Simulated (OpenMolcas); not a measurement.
**Re⁶⁺ among point charges: CASSCF and CASPT2 levels and susceptibility**

Aim: the splitting of the states of Re⁶⁺ in the field of 5 point charges, its lowest levels with spin-orbit coupling and its magnetic susceptibility.

Method: state-averaged CASSCF and CASPT2, spin-orbit coupling by RASSI with atomic mean-field integrals. Code: OpenMolcas 26.06.

### Step 1. Starting point

```
Species                           : Re⁶⁺ (rhenium, Z = 75, 69 electrons)
Basis                             : ANO-RCC-VDZP [7s6p4d2f1g], 68 functions
Scalar Hamiltonian                : DKH2, point nucleus
Inactive shells                   : 1s 2s 2p 3s 3p 3d 4s 4p 4d 4f 5s 5p
Active space                      : 1 electron in 5 orbitals (5d)
Some configurations of this space : 5d
Orbitals                          : optimised for each spin and parity, averaged over all roots
```

Outer shells as boxes (Hund's rule):

5d
```
5d [↑ ][  ][  ][  ][  ]
```

The ion sits among 5 point charges of -2 e arranged as a trigonal bipyramid (D3h), 2.16 Å from the ion, with the axial distance 2.527 Å.

Each step is its own input file, run in one work folder so that later steps find the files of earlier ones. Labels, J, g values, rates, χT and fits are worked out afterwards by a script from the matrices that RASSI stores.

### Step 2. GATEWAY and SEWARD: basis and integrals

a.inp reads:

```
&GATEWAY
Coord
1

Re 0.0 0.0 0.0
Basis=ANO-RCC-VDZP
Group=NoSym
NoMove
AngMom=0.0 0.0 0.0
AMFI
XField
5 Angstrom 0
2.160000 0.000000 0.000000 -2.000000
-1.080000 1.870615 0.000000 -2.000000
-1.080000 -1.870615 0.000000 -2.000000
0.000000 0.000000 2.527200 -2.000000
0.000000 0.000000 -2.527200 -2.000000
&SEWARD
```

Started as:

```bash
$ OMP_NUM_THREADS=1 MOLCAS_MEM=1689 MOLCAS_PROJECT=a pymolcas a.inp > a.log
```

### Step 3. Reference wave functions, doublets, 5 roots

a.inp reads:

```
&RASSCF
FileOrb=start.orb
Symmetry=1
Spin=2
nActEl=1 0 0
Inactive=34
Ras2=5
CIRoot=5 5 1
SDav=5
CIMx=300
Iter=120 100
PrWF=0.3
OrbListing=Nothing
MaxOrb=0
>>> COPY $Project.JobIph JOB001
```

start.orb holds the contracted functions of the basis, ordered by shell, or the orbitals of the step before.

### Step 4. State interaction with spin-orbit coupling

a.inp reads:

```
&RASSI
NrOfJobIphs=1 5
1 2 3 4 5
IphNames
JOB001
EJob
SpinOrbit
DIPRint=1.0
SOCoupling=1000.0
Subsets=2
Property=9
'ANGMOM' 1 'ANGMOM' 2 'ANGMOM' 3 'MLTPL  1' 1 'MLTPL  1' 2 'MLTPL  1' 3
'AMFI' 1 'AMFI' 2 'AMFI' 3
SOProperty=3
'ANGMOM' 1 'ANGMOM' 2 'ANGMOM' 3
```

### Step 5. CASPT2: IPEA 0.25, imaginary shift 0.1 (closed shells correlated: 4f 5s 5p)

a.inp reads:

```
>>> COPY JOB001 $Project.JobIph
&CASPT2
Multistate=5 1 2 3 4 5
NoMult
Frozen=23
IPEA=0.25
Imaginary=0.1
MaxIter=60
WThr=0.0 0.3 0.05
PrWF=0.5
NoMix
```

(Steps that only read results are left out.)

Before running it: what results should come out? Wanted: spin-free ground state; first state of the same spin within the active space; lowest level; next level.

As calculated:

| quantity | value |
| --- | --- |
| method | SS-CASPT2, IPEA 0.25, imaginary shift 0.1 (closed shells correlated: 4f 5s 5p) |
| spin-free ground state | 2E, 2-fold in its orbital part |
| first state of the same spin within the active space | 2A1 at 3250 cm⁻¹ |
| lowest level | 2-fold E1/2, g = 0.57, 1.64, 1.64 |
| next level | 1372.4 cm⁻¹ |
| χT at 300 K | 0.21 cm³ K/mol |
| effective moment at 300 K | 1.30 μB |

Cost by method:

```csv
method,time of its own steps,time with the reference
A. CASSCF,2.4 s,2.4 s
"B. SS-CASPT2, IPEA 0.25, imaginary shift 0.1, +4f 5s 5p",1.8 s,4.3 s
```

Times are of one thread on a shared host.

In words: The spin-free ground state (2E) comes to 100 % from free-ion D terms and keeps the highest spin of the shell. χT at 300 K is 0.21, against 0.38 cm³ K/mol for the spin alone, so orbital moment lowers it. CASPT2 does not keep the components of a term degenerate, and the means are used. The field of point charges can differ much from that of real complexes. This is an electrostatic model: the charges have no orbitals.
